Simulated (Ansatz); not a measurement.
**C2H3BClF: one species, many methods**

The task here is to estimate one member of a computed series from the others.

Method: functionals in def2-TZVPP, the program's frozen cores in correlated methods; program: Ansatz 0.2.0, Gaussian basis.

The runs, in order: LDA (SPW92), PBE-D4, revPBE-D4, BLYP-D4, r2SCAN-D4, B97M-V, PBE0-D4, B3LYP-D4, r2SCANh-D4, r2SCAN0-D4, HSE06-D4, BHLYP-D4, CAM-B3LYP-D4, LC-ωPBE, ωB97X-V, ωB97M-V, B2PLYP, PBE-QIDH; CCSD(T)/def2-SVP; CCSD(T)/def2-TZVPP; MP2/def2-QZVPP; extrapolation to the limit; RPA on PBE.

## Structure used throughout

An earlier PBE0-D4 in a triple-zeta def2 set relaxation fixed the geometry.

SMILES `B/C=C(\F)Cl`, 8 atoms, charge 0, spin multiplicity 1.

Atoms are counted from 1 here; the program's logs count them from 0.

Bond lengths: B1–C2 1.525 Å, B1–H6 1.193 Å, B1–H7 1.195 Å, C2–C3 1.337 Å, C2–H8 1.084 Å, C3–F4 1.312 Å, C3–Cl5 1.706 Å. Angles: C2–B1–H6 120.7°, C2–B1–H7 119.4°, H6–B1–H7 119.8°, B1–C2–C3 122.4°, B1–C2–H8 122.8°, C3–C2–H8 114.9°, C2–C3–F4 123.9°, C2–C3–Cl5 125.2°, F4–C3–Cl5 110.9°.

The first run:

Input file in.yaml:

```yaml
crystal:
  periodic: [false, false, false]
  atoms:
    - {symbol: B, position_ang: [0.082690, -0.697896, 1.178952]}
    - {symbol: C, position_ang: [0.447149, 0.273844, 0.062011]}
    - {symbol: C, position_ang: [-0.298300, 0.410199, -1.039921]}
    - {symbol: F, position_ang: [-1.399178, -0.266514, -1.266656]}
    - {symbol: Cl, position_ang: [0.041494, 1.472234, -2.330715]}
    - {symbol: H, position_ang: [-0.895667, -1.376794, 1.101221]}
    - {symbol: H, position_ang: [0.786817, -0.777586, 2.141058]}
    - {symbol: H, position_ang: [1.327093, 0.905511, 0.098253]}
basis:
  gaussian: {orbitals: def2-TZVPP}
hamiltonian: {xc: lda}
output: {orbitals: {seedname: orbitals}}
```

On the command line:

```bash
$ ansatz run in.yaml --threads 2 --pin off --events-out ev --progress --plain --max-ram 4352MiB
```

Steps of the session up to this table: LDA; PBE-D4 (GGA); revPBE-D4 (GGA); BLYP-D4 (GGA); r2SCAN-D4 (meta-GGA); B97M-V (meta-GGA); PBE0-D4 (hybrid); B3LYP-D4 (hybrid); r2SCANh-D4 (hybrid); r2SCAN0-D4 (hybrid); HSE06-D4 (hybrid); BHLYP-D4 (hybrid); CAM-B3LYP-D4 (range-separated); LC-ωPBE (range-separated); ωB97X-V (range-separated); ωB97M-V (range-separated); B2PLYP (double hybrid); PBE-QIDH (double hybrid).

One table of the session follows, with a row left open; its other results are not shown here.

It belongs to the step «Frontier levels by functional». 

```
  functional  HOMO (eV)  LUMO (eV)  gap (eV)
 LDA (SPW92)      -7.28      -3.47      3.81
      PBE-D4      -7.07      -3.20      3.87
   revPBE-D4      -6.99      -3.09      3.90
     BLYP-D4      -6.89      -3.04      3.85
   r2SCAN-D4      -7.28      -2.97      4.31
      B97M-V      -7.31      -2.95      4.36
     PBE0-D4      -8.18      -2.30      5.88
    B3LYP-D4          ?          ?         ?
  r2SCANh-D4      -7.70      -2.64      5.06
  r2SCAN0-D4      -8.33      -2.16      6.17
    HSE06-D4      -7.78      -2.68      5.11
    BHLYP-D4      -9.14      -1.27      7.87
CAM-B3LYP-D4      -9.45      -1.22      8.23
     LC-ωPBE     -10.79      -0.11     10.68
     ωB97X-V     -10.41      -0.14     10.27
     ωB97M-V     -10.32      -0.29     10.03
```

Q: Estimate the row for B3LYP-D4 from the others.

Worked estimate for «HOMO (eV)». Against the share of exact exchange, BLYP-D4 (0, -6.89), BHLYP-D4 (0.5, -9.14) give a slope of -4.50 per unit share; at 0.2 the line stands at -7.79.

The run gave: HOMO (eV): -7.95; LUMO (eV): -2.50; gap (eV): 5.45. In «HOMO (eV)» the line misses by +0.16.
